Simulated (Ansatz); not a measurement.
Task: a rigid scan of one bond length of BH₆PSSi, SMILES [SiH3]SBP, with the Python package of Ansatz (0.2.0). Give the script and its output. Level of theory (for the species named): r2SCAN, def2-SVP basis, multiplicity 1.

Contents of `bh6pssi.xyz`:
```text
10

Si   -1.61190    0.38880    0.15650
S    -0.30050    0.81740   -1.48950
B     0.90160   -0.54280   -0.98840
P     2.36900   -0.15880    0.20590
H    -0.88870    0.57160    1.42420
H    -2.09050   -0.99840    0.05890
H    -2.76130    1.30490    0.11550
H     0.76040   -1.63620   -1.41190
H     1.85000    1.13550    0.61340
H     1.77190   -0.88190    1.31530
```

Script `run_scan.py`:
```python
'''Stretching a bond of BH6PSSi, the rest held rigid.'''

import logging
import sys

import ansatz as az
import matplotlib.pyplot as plt
import numpy as np

logging.basicConfig(stream=sys.stdout, format='%(name)s: %(message)s')
logger = logging.getLogger('bh6pssi')
logger.setLevel(logging.INFO)

BASIS = 'def2-SVP'
XC = 'r2scan'

mol = az.Crystal.molecule_from_extxyz('bh6pssi.xyz')

symbols = [site.symbol for site in mol.cartesian_sites]
start = np.array([site.position_ang for site in mol.cartesian_sites])
axis = (start[5] - start[0]) / np.linalg.norm(start[5] - start[0])
moving = [5]
lengths, energies = [1.25, 1.35, 1.47, 1.62, 1.84, 2.21, 2.65, 3.24], []
for length in lengths:
    xyz = start.copy()
    xyz[moving] += (length - np.linalg.norm(start[5] - start[0])) * axis
    point = az.Crystal.molecule()
    for symbol, place in zip(symbols, xyz):
        point = point.atom(symbol, place.tolist())
    setup = point.calculation().basis(gaussian=BASIS).functional(XC)
    summary = setup.run(threads=1, pin='off').report
    energies.append(summary['free_energy_ev'])
    logger.info(f'r = {length:6.3f} A  E = {energies[-1]:.5f} eV  <S^2> = {abs(summary["mean_field"]["state"]["spin_squared"]):.3f}')

print('energy above the lowest point (eV):', [round(e - min(energies), 3) for e in energies])
plt.figure(figsize=(4.5, 3))
plt.plot(lengths, np.array(energies) - min(energies), 'o-')
plt.xlabel('bond length (A)')
plt.ylabel('E - E(min) (eV)')
plt.tight_layout()
plt.savefig('scan.png', dpi=100)
```

Output of `python run_scan.py`:
```text
bh6pssi: r =  1.250 A  E = -28763.37947 eV  <S^2> = 0.000
bh6pssi: r =  1.350 A  E = -28763.91811 eV  <S^2> = 0.000
bh6pssi: r =  1.470 A  E = -28764.14000 eV  <S^2> = 0.000
bh6pssi: r =  1.620 A  E = -28764.02809 eV  <S^2> = 0.000
bh6pssi: r =  1.840 A  E = -28763.48948 eV  <S^2> = 0.000
bh6pssi: r =  2.210 A  E = -28762.33066 eV  <S^2> = 0.000
bh6pssi: r =  2.650 A  E = -28761.12477 eV  <S^2> = 0.000
bh6pssi: r =  3.240 A  E = -28760.01187 eV  <S^2> = 0.000
energy above the lowest point (eV): [0.761, 0.222, 0.0, 0.112, 0.651, 1.809, 3.015, 4.128]
```

Notes:
- The settings weren't tested for convergence.
- The rest of the molecule is held rigid at a force-field or estimated start geometry, and the basis set is modest; single-reference methods fail as a bond breaks.
- The orbitals are restricted, so S² is zero by construction.
- Toward dissociation an unrestricted state can lie under the restricted one, by tenths of an eV for polar bonds under a functional and by 1 to 2 eV or more for others.
- Hardware and time: 34 s on 1 thread of Intel(R) Xeon(R) Processor @ 2.30GHz (shared host), peak memory 0.3 GiB.
